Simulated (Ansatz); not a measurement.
What does this script print? It uses Ansatz's Python interface.

The script, `orders_eumg.py`:
```python
"""Magnetic orders of EuMg compared."""

import ansatz as az
import numpy as np
import pandas as pd


def count_gap(report):
    # lowest empty less highest filled band, counting bands; zero where they overlap
    return max(report.get("gap_by_band_count_ev") or 0.0, 0.0)

CELL = [
    (4.041333, 0.0, 0.0),
    (0.0, 4.041333, 0.0),
    (0.0, 0.0, 8.082666),
]
ATOMS = [
    ("Eu", (0.5, 0.5, 0.25)),
    ("Mg", (0.0, 0.0, 0.0)),
    ("Eu", (0.5, 0.5, 0.75)),
    ("Mg", (0.0, 0.0, 0.5)),
]


def magnet(moments):
    crystal = az.Crystal(lattice=az.Lattice.of(CELL))
    for (symbol, position), moment in zip(ATOMS, moments):
        crystal = crystal.atom(symbol, position, moment=moment or None)
    return crystal

# starting moments in muB, one an atom
orders = {
    "FM": [5.6, 0, 5.6, 0],
    "AFM": [5.6, 0, -5.6, 0],
}

rows = []
for label, moments in orders.items():
    base = (
        magnet(moments).calculation()
        .functional("r2scan")
        .kpoints(8, 8, 4)
        .occupations("Fermi-Dirac", width=100 * az.meV)
        .spin("collinear")
        .band_table()
    )
    rep = base.run(threads=1, backend="cpu").report
    rows.append((label, rep["free_energy_ev"], rep["magnetization_mub"], rep["absolute_magnetization_mub"], max(abs(m) for m in rep["site_moments_mub"]), count_gap(rep)))
    print(label, "site moments:", [round(m, 2) for m in rep["site_moments_mub"]])

# the same cell with no spin polarisation
plain = (
    magnet([0] * len(ATOMS)).calculation()
    .functional("r2scan")
    .kpoints(8, 8, 4)
    .occupations("Fermi-Dirac", width=100 * az.meV)
    .band_table()
)
rep = plain.run(threads=1, backend="cpu").report
rows.append(("NM", rep["free_energy_ev"], 0.0, 0.0, 0.0, count_gap(rep)))

lowest = min(row[1] for row in rows)
rows = [(row[0], 1000 * (row[1] - lowest) / 2, *row[2:]) for row in sorted(rows, key=lambda row: row[1])]
print(pd.DataFrame(rows, columns=["order", "meV/magnetic atom", "net muB", "absolute muB", "largest site muB", "gap by band count eV"]).round(4).to_string(index=False))
print("lowest of these starts:", rows[0][0])
```

Output of `python orders_eumg.py`:
```text
DeckWarning: basis.ecutwfc = 500 eV, auto-derived from the records' recommended cutoffs: set by Eu (their level for a meta-GGA)
DeckWarning: where an SCF of this run starts from atoms to list the orders of its open shells, Eu (sites 0, 2, from 0) starts with 6.32 μB on its 4f shell, in the place of the 5.60 μB that the deck gives it: an open f shell starts with all that it can hold by Hund's first rule. To start from spheres of the given moment, type scf.initial_density.shell_occupations: []
FM site moments: [6.96, 0.07, 6.96, 0.07]
DeckWarning: where an SCF of this run starts from atoms to list the orders of its open shells, Eu (site 0, from 0) starts with 6.32 μB on its 4f shell, in the place of the 5.60 μB that the deck gives it: an open f shell starts with all that it can hold by Hund's first rule. To start from spheres of the given moment, type scf.initial_density.shell_occupations: []
DeckWarning: where an SCF of this run starts from atoms to list the orders of its open shells, Eu (site 2, from 0) starts with -6.32 μB on its 4f shell, in the place of the -5.60 μB that the deck gives it: an open f shell starts with all that it can hold by Hund's first rule. To start from spheres of the given moment, type scf.initial_density.shell_occupations: []
AFM site moments: [6.96, -0.0, -6.96, 0.0]
RunWarning: the run went on to a lower state, not held to the crystal's whole symmetry: an SCF from the atoms in a lower order of the open shells, with 16 of the crystal's symmetry operations given up, reached one 0.1730 eV below the state on which the run stood (F = -21398.323379 eV). The lower state's density, forces and stress are held to no more than what was kept: a code that imposes the whole symmetry need not reach that state, and which such state is reached can differ from host to host; [...]
order  meV/magnetic atom  net muB  absolute muB  largest site muB  gap by band count eV
  AFM             0.0000   0.0000       14.6587             6.956                   0.0
   FM             0.4018  14.7941       14.7962             6.963                   0.0
   NM          7552.3162   0.0000        0.0000             0.000                   0.0
lowest of these starts: AFM
```
(Warnings from the package without file and line, shortened.)

In order of energy: antiferro- or ferrimagnetic (+0.0 meV an atom, largest site moment 6.96 μB), ferromagnetic (+0.2 meV an atom, largest site moment 6.96 μB) and non-magnetic (+3776.2 meV an atom, largest site moment 0.00 μB). These are the states reached from the starts typed.

Notes:
- Open f shells: without a Hubbard U, without spin-orbit coupling; the state reached hangs on the start and needn't be the lowest.
- A gap by band count of zero or less means overlapping bands, a metal.
- r2SCAN tends to overestimate the moments of itinerant magnets.
- The structure comes from a database of computed cells and needn't be a stable or known phase.
- Levels are Kohn-Sham eigenvalues on this mesh, without spin-orbit coupling.
- Each row is the state reached from that start at the given structure, not necessarily the lowest of its order; other orders weren't tried.
- Finished in 5.2 min on 1 thread of Arm Neoverse V2, on a shared host, peak memory 0.99 GiB.
